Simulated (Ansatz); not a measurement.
# Ga2SeS: a relaxation, part 2 of 3

The task: find the equilibrium cell of Ga2SeS.

Ansatz 0.2.0; DFT PBEsol, scalar-relativistic, plane waves, PAW.

**3. Relaxing cell and atoms**

input.yaml reads:

```yaml
crystal:
  lattice:
    - [3.7271946827, 0.0, 0.0]
    - [-1.8635973413, 3.22784528, 0.0]
    - [0.0, 0.0, 16.2734940003]
  atoms:
    - { symbol: Ga, position: [0.33333333, 0.66666667, 0.322737] }
    - { symbol: Ga, position: [0.66666667, 0.33333333, 0.677263] }
    - { symbol: Ga, position: [0.66666667, 0.33333333, 0.829226] }
    - { symbol: Ga, position: [0.33333333, 0.66666667, 0.170774] }
    - { symbol: Se, position: [0.66666667, 0.33333333, 0.39698] }
    - { symbol: Se, position: [0.33333333, 0.66666667, 0.60302] }
    - { symbol: S, position: [0.33333333, 0.66666667, 0.892642] }
    - { symbol: S, position: [0.66666667, 0.33333333, 0.107358] }
basis:
  ecutwfc: 420
kpoints:
  mp_grid: { grid: [12, 12, 2] }
hamiltonian:
  xc: pbesol
scf:
  occupations: { method: gaussian, width: 0.02 }
output:
  forces: true
  stress: true
  eigenvalues: true
  write_density: true
  write_potential: true
  elf: true
  volumetric_format: npy
relax:
  adjacent_minimum: "off"
  f_tol: 0.005
  max_steps: 80
  cell: { stress_tol: 0.05 }
```

Started as:

```
$ ansatz run input.yaml --threads 2 --pin off --max-ram 5120MiB --backend cpu --events-out ev --progress --plain --runs-dir out
```

Log:

```text
Warning: RAYON_NUM_THREADS=2 ignored (pool sized by the plan → 2); use --threads N
Engine: ansatz 0.2.0, aarch64-unknown-linux-gnu
Pseudopotentials: kind: paw
Pseudopotential: Ga, paw, valence charge 13, recommended cutoff 420 eV (normal), Ga.paw.azcp
Pseudopotential: Se, paw, valence charge 16, recommended cutoff 420 eV (normal), Se.paw.azcp
Pseudopotential: S, paw, valence charge 6, recommended cutoff 420 eV (normal), S.paw.azcp
Functional definition: PBEsol
  exchange = pbesol_x
  correlation = pbesol_c
Crystal: 8 atoms, lattice volume = 195.783 Å³
Basis set: ecut = 420 eV, 3871 PW (Γ), exchange–correlation on 50×50×240 points (8 copies of the dense FFT grid, shifted against one another)
Bands: 58, of which v1, the nominal top of the filled ones, is band 48 counted from 1 (47 counted from 0)
Symmetry: 12 space group operations
Space group: P-3m1 (ITA 164), of the structure as read, at distance tolerance 5.8e-5 Å
k-points: 38 of 288
Non-local potential: Ga, projectors of the file, l = 0: 2, l = 1: 2, l = 2: 3, l = 3: 1
Non-local potential: Se, projectors of the file, l = 0: 2, l = 1: 2, l = 2: 3, l = 3: 1
Non-local potential: S, projectors of the file, l = 0: 2, l = 1: 2, l = 2: 2
PAW form: soft (Blöchl's): semilocal exchange-correlation on the pseudo side does not see the compensation charge
PAW frozen core: Ga, regenerated for the run's functional, and the local potential with it (the file was generated under x = pbe(κ = 0.804, μ = 0.2195149727645171), c = pbe(β = 0.06672455060314922))
PAW frozen core: Se, regenerated for the run's functional, and the local potential with it (the file was generated under x = pbe(κ = 0.804, μ = 0.2195149727645171), c = pbe(β = 0.06672455060314922))
PAW frozen core: S, regenerated for the run's functional, and the local potential with it (the file was generated under x = pbe(κ = 0.804, μ = 0.2195149727645171), c = pbe(β = 0.06672455060314922))
PAW one-centre angular grid: Ga, 590 points (default); XC on 64 Gauss nodes
PAW one-centre angular grid: Se, 590 points (default); XC on 64 Gauss nodes
PAW one-centre angular grid: S, 110 points (default); XC on 64 Gauss nodes
Initial density: superposition of atomic densities (neutral atoms: chi_scale 0, normalization atom), corrected by the library's trained network
Initial wavefunctions: pseudopotential atomic-orbital guess
Functional: x = pbesol(κ = 0.804, μ = 0.12345679012345678), c = pbesol(β = 0.046)
SCF iter   1: F=—  HF=-27595.736316 eV  |F-HF|=—  |Δ(HF+E_count)|=         —  Δρ=3.64e-3  dr2=6.20e-2  ethr=1.77e-3  ⟨swp⟩=6.2  Hψ=8463  notcnv=0
preconditioner: auto → Resta (q_TF=auto, 2.423 Å⁻¹)  ε∞=3.7  [insulator: Δε(μ)=1.039 eV  Ē_g=14.106 eV  σ=0.020 eV  W_gap=1.00  n_scr=54 (ndim 8)  ℏωp=23.1 eV  f_vac=0.104  D(μ)=0.00/eV (n_scr^D=0)  ε∞_Penn≈3.7]
SCF iter   2: F=—  HF=-27595.720472 eV  |F-HF|=—  |Δ(HF+E_count)|=   1.58e-2  Δρ=1.58e-3  dr2=6.99e-3  ethr=6.45e-5  ⟨swp⟩=2.1  Hψ=2904  notcnv=0  defer=223
SCF iter   3: F=—  HF=-27595.719599 eV  |F-HF|=—  |Δ(HF+E_count)|=   8.73e-4  Δρ=7.27e-4  dr2=2.17e-3  ethr=7.28e-6  ⟨swp⟩=2.1  Hψ=2538  notcnv=0  defer=223
SCF iter   4: F=—  HF=-27595.719514 eV  |F-HF|=—  |Δ(HF+E_count)|=   8.49e-5  Δρ=3.18e-4  dr2=4.73e-4  ethr=2.26e-6  ⟨swp⟩=2.3  Hψ=2789  notcnv=0  defer=223
SCF iter   5: F=—  HF=-27595.719522 eV  |F-HF|=—  |Δ(HF+E_count)|=   7.76e-6  Δρ=9.67e-5  dr2=1.98e-5  ethr=4.93e-7  ⟨swp⟩=2.6  Hψ=2991  notcnv=0  defer=223
SCF iter   6: F=—  HF=-27595.719559 eV  |F-HF|=—  |Δ(HF+E_count)|=   3.69e-5  Δρ=2.29e-5  dr2=1.23e-6  ethr=2.06e-8  ⟨swp⟩=2.0  Hψ=3425  notcnv=0  defer=223
SCF iter   7: F=—  HF=-27595.719560 eV  |F-HF|=—  |Δ(HF+E_count)|=   7.50e-7  Δρ=1.67e-5  dr2=5.33e-7  ethr=1.28e-9  ⟨swp⟩=2.0  Hψ=3805  notcnv=0  defer=223
SCF iter   8: F=-27595.719559 eV  HF=-27595.719559 eV  |F-HF|=7.84e-9  |Δ(HF+E_count)|=   3.55e-8  Δρ=5.67e-6  dr2=6.91e-8  ethr=1.04e-10  ⟨swp⟩=10.9  Hψ=16617  notcnv=0
SCF 1 converged in 8 iterations: F = -27595.719559 eV  dr2 = 6.91e-8
relax step   1: F+E_penalty+E_count = -27595.71955949 eV  Δ(F+E_penalty+E_count) = +0.000e0 eV  max|allowed force component| = 2.357e-1 eV/Å  Δτ_max = 0.0000 Å  P = -2.362 GPa  Ω = 195.783 Å³  (8 SCF iters, dr2 threshold 1.00e-7 eV, accepted)
Crystal: 8 atoms, lattice volume = 187.693 Å³
Basis set: ecut = 420 eV, 3607 PW (Γ), exchange–correlation on 50×50×240 points (8 copies of the dense FFT grid, shifted against one another)
Initial density: handed on by an earlier stage of this run
Initial wavefunctions: those handed on with the density
iter 1 solved again at ethr=1.74e-4 eV; its pass at ethr=3.10e-3 eV (dr2=1.67e-1 eV) is discarded
SCF iter   1: F=—  HF=-27595.812189 eV  |F-HF|=—  |Δ(HF+E_count)|=         —  Δρ=6.42e-3  dr2=1.68e-1  ethr=1.74e-4  ⟨swp⟩=2.1  Hψ=9930  notcnv=0
preconditioner: auto → Resta (q_TF=auto, 2.440 Å⁻¹)  ε∞=3.7  [insulator: Δε(μ)=1.442 eV  Ē_g=14.308 eV  σ=0.020 eV  W_gap=1.00  n_scr=54 (ndim 8)  ℏωp=23.6 eV  f_vac=0.081  D(μ)=0.00/eV (n_scr^D=0)  ε∞_Penn≈3.7]
SCF iter   2: F=—  HF=-27595.788339 eV  |F-HF|=—  |Δ(HF+E_count)|=   2.38e-2  Δρ=2.81e-3  dr2=1.62e-2  ethr=1.74e-4  ⟨swp⟩=3.4  Hψ=3094  notcnv=0
SCF iter   3: F=—  HF=-27595.785939 eV  |F-HF|=—  |Δ(HF+E_count)|=   2.40e-3  Δρ=1.54e-3  dr2=3.43e-3  ethr=1.69e-5  ⟨swp⟩=2.8  Hψ=3979  notcnv=0  defer=193
SCF iter   4: F=—  HF=-27595.785635 eV  |F-HF|=—  |Δ(HF+E_count)|=   3.04e-4  Δρ=3.66e-4  dr2=3.49e-4  ethr=3.57e-6  ⟨swp⟩=3.0  Hψ=3720  notcnv=0  defer=193
SCF iter   5: F=—  HF=-27595.785680 eV  |F-HF|=—  |Δ(HF+E_count)|=   4.53e-5  Δρ=1.18e-4  dr2=3.38e-5  ethr=3.63e-7  ⟨swp⟩=2.1  Hψ=2492  notcnv=0  defer=193
SCF iter   6: F=—  HF=-27595.785701 eV  |F-HF|=—  |Δ(HF+E_count)|=   2.09e-5  Δρ=3.88e-5  dr2=3.47e-6  ethr=3.52e-8  ⟨swp⟩=2.0  Hψ=3439  notcnv=0  defer=193
SCF iter   7: F=—  HF=-27595.785705 eV  |F-HF|=—  |Δ(HF+E_count)|=   3.95e-6  Δρ=2.58e-5  dr2=1.25e-6  ethr=8.33e-10  ⟨swp⟩=13.8  Hψ=20515  notcnv=0
SCF iter   8: F=-27595.785706 eV  HF=-27595.785706 eV  |F-HF|=2.81e-7  |Δ(HF+E_count)|=   5.15e-7  Δρ=6.33e-6  dr2=1.15e-7  ethr=8.33e-10  ⟨swp⟩=10.2  Hψ=18680  notcnv=0
SCF 2 converged in 8 iterations: F = -27595.785706 eV  dr2 = 1.15e-7
relax step   2: F+E_penalty+E_count = -27595.78570593 eV  Δ(F+E_penalty+E_count) = -6.615e-2 eV  max|allowed force component| = 1.712e-1 eV/Å  Δτ_max = 0.0641 Å  P = -0.362 GPa  Ω = 187.693 Å³  energy of the carried Pulay correction = +1.274e-3 eV  (8 SCF iters, dr2 threshold 8.00e-7 eV, accepted)
Crystal: 8 atoms, lattice volume = 188.166 Å³
Basis set: ecut = 420 eV, 3643 PW (Γ), exchange–correlation on 50×50×240 points (8 copies of the dense FFT grid, shifted against one another)
iter 1 solved again at ethr=7.14e-6 eV; its pass at ethr=3.10e-3 eV (dr2=6.86e-3 eV) is discarded
SCF iter   1: F=—  HF=-27595.792180 eV  |F-HF|=—  |Δ(HF+E_count)|=         —  Δρ=1.90e-3  dr2=6.62e-3  ethr=7.14e-6  ⟨swp⟩=3.1  Hψ=8350  notcnv=0
preconditioner: auto → Resta (q_TF=auto, 2.439 Å⁻¹)  ε∞=3.7  [insulator: Δε(μ)=1.450 eV  Ē_g=14.288 eV  σ=0.020 eV  W_gap=1.00  n_scr=54 (ndim 8)  ℏωp=23.6 eV  f_vac=0.094  D(μ)=0.00/eV (n_scr^D=0)  ε∞_Penn≈3.7]
SCF iter   2: F=—  HF=-27595.790391 eV  |F-HF|=—  |Δ(HF+E_count)|=   1.79e-3  Δρ=8.92e-4  dr2=1.15e-3  ethr=6.90e-6  ⟨swp⟩=2.0  Hψ=2920  notcnv=0
SCF iter   3: F=—  HF=-27595.790105 eV  |F-HF|=—  |Δ(HF+E_count)|=   2.86e-4  Δρ=2.19e-4  dr2=2.63e-4  ethr=1.19e-6  ⟨swp⟩=2.1  Hψ=4261  notcnv=0
SCF iter   4: F=—  HF=-27595.790085 eV  |F-HF|=—  |Δ(HF+E_count)|=   2.02e-5  Δρ=1.04e-4  dr2=3.44e-5  ethr=2.74e-7  ⟨swp⟩=2.7  Hψ=3807  notcnv=0
SCF iter   5: F=—  HF=-27595.790086 eV  |F-HF|=—  |Δ(HF+E_count)|=   1.60e-6  Δρ=3.83e-5  dr2=6.18e-6  ethr=3.59e-8  ⟨swp⟩=2.5  Hψ=3200  notcnv=0
SCF iter   6: F=-27595.790087 eV  HF=-27595.790087 eV  |F-HF|=2.98e-8  |Δ(HF+E_count)|=   5.33e-7  Δρ=1.25e-5  dr2=5.89e-7  ethr=8.33e-10  ⟨swp⟩=8.0  Hψ=16303  notcnv=0
SCF 3 converged in 6 iterations: F = -27595.790087 eV  dr2 = 5.89e-7
relax step   3: F+E_penalty+E_count = -27595.79008665 eV  Δ(F+E_penalty+E_count) = -4.381e-3 eV  max|allowed force component| = 3.604e-2 eV/Å  Δτ_max = 0.0264 Å  P = +0.028 GPa  Ω = 188.166 Å³  energy of the carried Pulay correction = +1.198e-3 eV  (6 SCF iters, dr2 threshold 8.00e-7 eV, accepted)
Crystal: 8 atoms, lattice volume = 187.826 Å³
Basis set: ecut = 420 eV, 3619 PW (Γ), exchange–correlation on 50×50×240 points (8 copies of the dense FFT grid, shifted against one another)
iter 1 solved again at ethr=8.40e-7 eV; its pass at ethr=3.10e-3 eV (dr2=8.07e-4 eV) is discarded
SCF iter   1: F=—  HF=-27595.790611 eV  |F-HF|=—  |Δ(HF+E_count)|=         —  Δρ=5.92e-4  dr2=8.06e-4  ethr=8.40e-7  ⟨swp⟩=2.1  Hψ=9406  notcnv=0
preconditioner: auto → Resta (q_TF=auto, 2.440 Å⁻¹)  ε∞=3.7  [insulator: Δε(μ)=1.426 eV  Ē_g=14.293 eV  σ=0.020 eV  W_gap=1.00  n_scr=54 (ndim 8)  ℏωp=23.6 eV  f_vac=0.090  D(μ)=0.00/eV (n_scr^D=0)  ε∞_Penn≈3.7]
SCF iter   2: F=—  HF=-27595.790419 eV  |F-HF|=—  |Δ(HF+E_count)|=   1.92e-4  Δρ=2.65e-4  dr2=1.20e-4  ethr=8.39e-7  ⟨swp⟩=2.0  Hψ=2561  notcnv=0
SCF iter   3: F=—  HF=-27595.790393 eV  |F-HF|=—  |Δ(HF+E_count)|=   2.60e-5  Δρ=1.05e-4  dr2=2.14e-5  ethr=1.25e-7  ⟨swp⟩=2.9  Hψ=3968  notcnv=0
SCF iter   4: F=—  HF=-27595.790394 eV  |F-HF|=—  |Δ(HF+E_count)|=   7.18e-7  Δρ=2.83e-5  dr2=2.42e-6  ethr=2.23e-8  ⟨swp⟩=2.0  Hψ=3890  notcnv=0
SCF iter   5: F=—  HF=-27595.790394 eV  |F-HF|=—  |Δ(HF+E_count)|=   5.01e-7  Δρ=1.06e-5  dr2=4.00e-7  ethr=2.52e-9  ⟨swp⟩=2.7  Hψ=3625  notcnv=0
SCF iter   6: F=-27595.790394 eV  HF=-27595.790394 eV  |F-HF|=1.28e-9  |Δ(HF+E_count)|=   4.62e-8  Δρ=3.37e-6  dr2=3.72e-8  ethr=8.46e-11  ⟨swp⟩=8.8  Hψ=13823  notcnv=0
SCF 4 converged in 6 iterations: F = -27595.790394 eV  dr2 = 3.72e-8
relax step   4: F+E_penalty+E_count = -27595.79039431 eV  Δ(F+E_penalty+E_count) = -3.077e-4 eV  max|allowed force component| = 1.642e-3 eV/Å  Δτ_max = 0.0084 Å  P = -0.005 GPa  Ω = 187.826 Å³  energy of the carried Pulay correction = +1.252e-3 eV  (6 SCF iters, dr2 threshold 8.12e-8 eV, accepted)
Initial wavefunctions: pseudopotential atomic-orbital guess (no wavefunctions were taken with the density)
iter 1 solved again at ethr=1.31e-7 eV; its pass at ethr=3.10e-3 eV (dr2=1.26e-4 eV) is discarded
SCF iter   1: F=—  HF=-27595.789125 eV  |F-HF|=—  |Δ(HF+E_count)|=         —  Δρ=3.83e-5  dr2=8.19e-7  ethr=1.31e-7  ⟨swp⟩=3.0  Hψ=13956  notcnv=0
preconditioner: auto → Resta (q_TF=auto, 2.440 Å⁻¹)  ε∞=3.7  [insulator: Δε(μ)=1.429 eV  Ē_g=14.290 eV  σ=0.020 eV  W_gap=1.00  n_scr=54 (ndim 8)  ℏωp=23.6 eV  f_vac=0.090  D(μ)=0.00/eV (n_scr^D=0)  ε∞_Penn≈3.7]
SCF iter   2: F=—  HF=-27595.789126 eV  |F-HF|=—  |Δ(HF+E_count)|=   1.49e-6  Δρ=3.65e-5  dr2=1.12e-6  ethr=8.53e-10  ⟨swp⟩=2.0  Hψ=4028  notcnv=0
SCF iter   3: F=—  HF=-27595.789126 eV  |F-HF|=—  |Δ(HF+E_count)|=   7.88e-8  Δρ=7.76e-6  dr2=5.77e-8  ethr=8.53e-10  ⟨swp⟩=2.0  Hψ=3572  notcnv=0
SCF iter   4: F=—  HF=-27595.789126 eV  |F-HF|=—  |Δ(HF+E_count)|=   8.97e-8  Δρ=1.31e-6  dr2=3.73e-9  ethr=6.02e-11  ⟨swp⟩=2.0  Hψ=3648  notcnv=0
SCF iter   5: F=—  HF=-27595.789126 eV  |F-HF|=—  |Δ(HF+E_count)|=   3.02e-9  Δρ=6.75e-7  dr2=8.00e-10  ethr=3.88e-12  ⟨swp⟩=2.0  Hψ=4028  notcnv=0
SCF iter   6: F=—  HF=-27595.789126 eV  |F-HF|=—  |Δ(HF+E_count)|=   2.09e-9  Δρ=1.86e-7  dr2=1.37e-10  ethr=1.00e-12  ⟨swp⟩=2.0  Hψ=3648  notcnv=0
SCF iter   7: F=—  HF=-27595.789126 eV  |F-HF|=—  |Δ(HF+E_count)|=  1.53e-10  Δρ=1.21e-7  dr2=1.47e-10  ethr=1.00e-12  ⟨swp⟩=6.0  Hψ=11059  notcnv=0
SCF iter   8: F=-27595.789126 eV  HF=-27595.789126 eV  |F-HF|=7.28e-12  |Δ(HF+E_count)|=  1.46e-11  Δρ=4.11e-8  dr2=3.42e-12  ethr=1.00e-12  ⟨swp⟩=4.9  Hψ=10312  notcnv=0
SCF 5 converged in 8 iterations: F = -27595.789126 eV  dr2 = 3.42e-12
relax step   5: F+E_penalty+E_count = -27595.78912633 eV  Δ(F+E_penalty+E_count) = +1.268e-3 eV  max|allowed force component| = 1.760e-3 eV/Å  Δτ_max = 0.0000 Å  P = -0.004 GPa  Ω = 187.826 Å³  stress off target by 2.12e-2 GPa  SCF on the basis re-selected at this cell (its energy is not comparable with the rows above)  (8 SCF iters)
basis re-selected at this cell: Δ(F+E_penalty+E_count) = +1.268e-3 eV, ΔP = +0.001 GPa vs the last step (what re-selecting the basis moved, of the pressure what is left beyond the Pulay correction that the steps carried, after the strain that the cell walked since its last selection, with what the two solves' SCF thresholds leave and, on support functions, any second-order correction that the steps lacked; it is no measure of the basis error at this ecutwfc). This SCF's stress stands 2.12e-2 GPa from its target on what of the cell is left free (relax.cell.stress_tol is 5.00e-2 GPa) and its largest allowed force component is 1.76e-3 eV/Å (relax.f_tol is 5.00e-3 eV/Å): within both
SCF converged after 8 iterations
Free energy (F): -27595.789126 eV
Harris-Foulkes:  -27595.789126 eV  (|F-HF|=7.28e-12)
Internal energy: -27595.789126 eV  (E = F + TS)
E sigma→0 (E₀):  -27595.789126 eV
Fermi energy:    7.046264 eV
--- Per-component energies (eV) ---
  E_band       = -1129.011117
  E_kinetic    = 912.371185
  E_local      = -17223.274645  (includes V_loc(G=0)·N_el)
  E_nonlocal   = 576.058256
  E_hartree    = 8213.496046
  E_xc         = -672.122889
  E_vxc        = -602.109756  (∫ρ·V_xc dr)
  E_paw        = -12701.829355  (= ΣΔE_a)
  E_vpaw       = -1219.046535  (= ΣTr[D̂ρ^β])
  E_aug_tail   = -0.001590  (compensation charges beyond the density's cutoff)
  E_ewald      = -6706.078845
  E_core_change = 5.592711  (= ΣΔE_core)
  E_smearing   = -0.000000  (= −TS)
  E_closure    = -0.000000  (closes the sum)
  Σ components = -27595.789126   (vs F -27595.789126, Δ=0.00e0)
--- Forces (eV/Å), atoms counted from 1 ---
  atom   1  Ga    -0.00000000     0.00000000     0.00112417
  atom   2  Ga     0.00000000    -0.00000000    -0.00112417
  atom   3  Ga     0.00000000    -0.00000000    -0.00163227
  atom   4  Ga    -0.00000000     0.00000000     0.00163227
  atom   5  Se     0.00000000    -0.00000000    -0.00131997
  atom   6  Se    -0.00000000     0.00000000     0.00131997
  atom   7  S      0.00000000     0.00000000     0.00175980
  atom   8  S      0.00000000    -0.00000000    -0.00175980
  max |Σ_I F_I| component: 4.63e-18 eV/Å
--- Stress (GPa, compression-positive) ---
        0.003962       0.000000       0.000000
       -0.000000       0.003962       0.000000
        0.000000       0.000000      -0.021169
  P = ⅓ Tr σ = -0.0044 GPa (-0.044 kbar)
--- Band table (eV; the first three rows and the last of 38) ---
  k-point 0: bands = ["-41.0537", "-41.0537", "-41.0537", "-41.0537", "-41.0262", "-41.0262", "-41.0261", "-41.0261", "-41.0155", "-41.0155", "-8.5861", "-8.5845", "-8.4841", "-8.4841", "-8.4840", "-8.4840", "-8.3981", "-8.3981", "-8.3981", "-8.3981", "-8.2761", "-8.2761", "-8.2761", "-8.2761", "-8.2150", "-8.2047", "-8.1497", "-8.1497", "-8.1496", "-8.1496", "-7.7404", "-7.6166", "-7.4289", "-7.3030", "-0.5332", "-0.2229", "1.9312", "2.8169", "4.6278", "4.6278", "4.6908", "4.6908", "5.0368", "5.6093", "5.6093", "5.6867", "5.6867", "6.3317", "7.7608", "8.3809", "9.1790", "9.2101", "10.7819", "10.7819", "10.8489", "10.8489", "12.1152", "12.1152"]
  k-point 1: bands = ["-41.0537", "-41.0537", "-41.0537", "-41.0537", "-41.0262", "-41.0262", "-41.0261", "-41.0261", "-41.0155", "-41.0155", "-8.5861", "-8.5845", "-8.4841", "-8.4841", "-8.4840", "-8.4840", "-8.3981", "-8.3981", "-8.3981", "-8.3981", "-8.2761", "-8.2761", "-8.2761", "-8.2761", "-8.2107", "-8.2095", "-8.1497", "-8.1497", "-8.1497", "-8.1497", "-7.7148", "-7.6613", "-7.3777", "-7.3347", "-0.4118", "-0.3736", "2.3196", "2.3606", "4.6280", "4.6280", "4.6906", "4.6906", "5.6097", "5.6097", "5.6475", "5.6696", "5.6864", "5.6864", "8.0865", "8.2506", "9.1019", "9.2436", "10.7989", "10.7989", "10.8296", "10.8296", "12.1688", "12.1688"]
  k-point 2: bands = ["-41.0537", "-41.0537", "-41.0536", "-41.0536", "-41.0262", "-41.0262", "-41.0261", "-41.0261", "-41.0155", "-41.0154", "-8.5941", "-8.5917", "-8.4980", "-8.4969", "-8.4810", "-8.4809", "-8.4043", "-8.4036", "-8.3976", "-8.3976", "-8.3184", "-8.3125", "-8.2725", "-8.2725", "-8.1978", "-8.1932", "-8.1502", "-8.1501", "-8.1397", "-8.1391", "-7.6397", "-7.5208", "-7.3505", "-7.2257", "-0.4765", "-0.1837", "1.9728", "2.7536", "4.1170", "4.2265", "4.5216", "4.5912", "4.8660", "5.0829", "5.3443", "5.4774", "5.5642", "6.3081", "8.2600", "8.7436", "9.6215", "9.6457", "10.4485", "10.5877", "10.9291", "10.9842", "11.7874", "12.0025"]
  k-point 37: bands = ["-41.0531", "-41.0531", "-41.0530", "-41.0530", "-41.0264", "-41.0263", "-41.0263", "-41.0263", "-41.0148", "-41.0148", "-8.7338", "-8.7338", "-8.5393", "-8.5393", "-8.5111", "-8.5111", "-8.4679", "-8.4677", "-8.3964", "-8.3963", "-8.3891", "-8.3891", "-8.2342", "-8.2342", "-8.1804", "-8.1803", "-8.1746", "-8.1746", "-8.0441", "-8.0441", "-5.7945", "-5.7945", "-5.6962", "-5.6962", "-0.9000", "-0.9000", "0.0737", "0.0737", "1.5315", "1.6182", "2.0879", "2.1972", "3.5227", "3.5227", "4.0229", "4.0229", "4.4924", "4.4924", "8.2424", "8.3273", "9.3387", "9.3387", "10.6653", "10.6653", "11.2749", "11.3579", "12.7385", "12.7385"]
--- Relaxed structure (4 steps of the walk, 4 accepted, 1 SCFs on fresh bases) ---
  F+E_penalty+E_count = -27595.78912633 eV   max|allowed force component| = 1.760e-3 eV/Å   (the final SCF, on the basis selected at the relaxed cell)
  cell:  # Å, volume = 187.8265 Å³
    - [3.6578411922747702, -2.8330440646199995e-11, 4.1623826305728166e-19]
    - [-1.8289205961128505, 3.167783395533276, 3.827790511351111e-18]
    - [1.81735902035317e-18, 2.0347428597449506e-17, 16.2097551095919]
  atoms:
    - { symbol: Ga, position: [0.3333333333333332, 0.6666666666666665, 0.31880700597320344] }
    - { symbol: Ga, position: [0.6666666666666666, 0.3333333333333333, 0.6811929940267963] }
    - { symbol: Ga, position: [0.6666666666666666, 0.3333333333333333, 0.8313723775258349] }
    - { symbol: Ga, position: [0.3333333333333332, 0.6666666666666665, 0.1686276224741649] }
    - { symbol: Se, position: [0.6666666666666666, 0.3333333333333333, 0.3936471576376206] }
    - { symbol: Se, position: [0.3333333333333332, 0.6666666666666665, 0.6063528423623792] }
    - { symbol: S, position: [0.3333333333333332, 0.6666666666666665, 0.8957501318943045] }
    - { symbol: S, position: [0.6666666666666666, 0.3333333333333333, 0.10424986810569546] }
```

Run time: 77 s. Hardware: 2 threads of Arm Neoverse V1, shared host; peak memory 0.66 GiB.

The steps of the relaxation:

| step | energy from step 1 (eV/cell) | largest force component (eV/Å) | pressure (GPa) | volume (Å³) |
| --- | --- | --- | --- | --- |
| 1 | 0.0000 | 0.2357 | -2.36 | 195.78 |
| 2 | -0.0661 | 0.1712 | -0.36 | 187.69 |
| 3 | -0.0705 | 0.0360 | 0.03 | 188.17 |
| 4 | -0.0708 | 0.0016 | 0.00 | 187.83 |
| 5 | -0.0696 | 0.0018 | 0.00 | 187.83 |

Step 1 is the start. Step 5 repeats the geometry before it on a plane-wave basis chosen anew for that cell, so its energy need not be comparable with the rows above.

|  | before | after | change |
| --- | --- | --- | --- |
| a (Å) | 3.727 | 3.658 | -1.9 % |
| b (Å) | 3.727 | 3.658 | -1.9 % |
| c (Å) | 16.273 | 16.210 | -0.4 % |
| volume (Å³/atom) | 24.47 | 23.48 | -4.1 % |
| shortest distance (Å) | 2.387 | 2.356 | -1.3 % |
| space group (0.01 Å) | P-3m1 | P-3m1 | same |

The run keeps the 12 symmetry operations of the start, so it could not have lowered the symmetry.

Density in a lattice plane of the grid's cell (edges 3.66 and 16.21 Å, at 0.333 of the third edge), which holds Ga and Se and S.

Ten even steps from ' ' (0.02 e/Å³) to '@' (33.57 e/Å³):
```
            
            
        ++  
        ..  
            
        ++  
        ..  
            
            
            
            
        @@  
            
            
            
            
            
            
            
            
```
Columns run along the first of these edges and rows up along the second, over one cell in 6 and 20 even steps from the bottom left corner. Atoms in the plane (fractional): Ga at (0.67, 0.68), Ga at (0.67, 0.83), Se at (0.67, 0.39), S at (0.67, 0.10).

ELF in the same plane.

Ten even steps from '0' (0.02) to '9' (0.94):
```
464000
676212
454101
212212
303666
212202
565202
676212
464000
000020
404898
616717
525767
222333
353000
222222
414888
616708
404999
000020
```
Columns run along the first of these edges and rows up along the second, over one cell in 6 and 20 even steps from the bottom left corner. Atoms in the plane (fractional): Ga at (0.67, 0.68), Ga at (0.67, 0.83), Se at (0.67, 0.39), S at (0.67, 0.10).

Both are smooth fields of the valence electrons: close to the nuclei they are not physical.

The highest ELF values outside the cores: 0.94 beside S, off the lines to its neighbours, 0.9 Å from S; 0.88 beside Se, off the lines to its neighbours, 0.9 Å from Se; 0.88 on the S–Ga line, 0.8 Å from S.

(Part 2 of 3 ends here.)
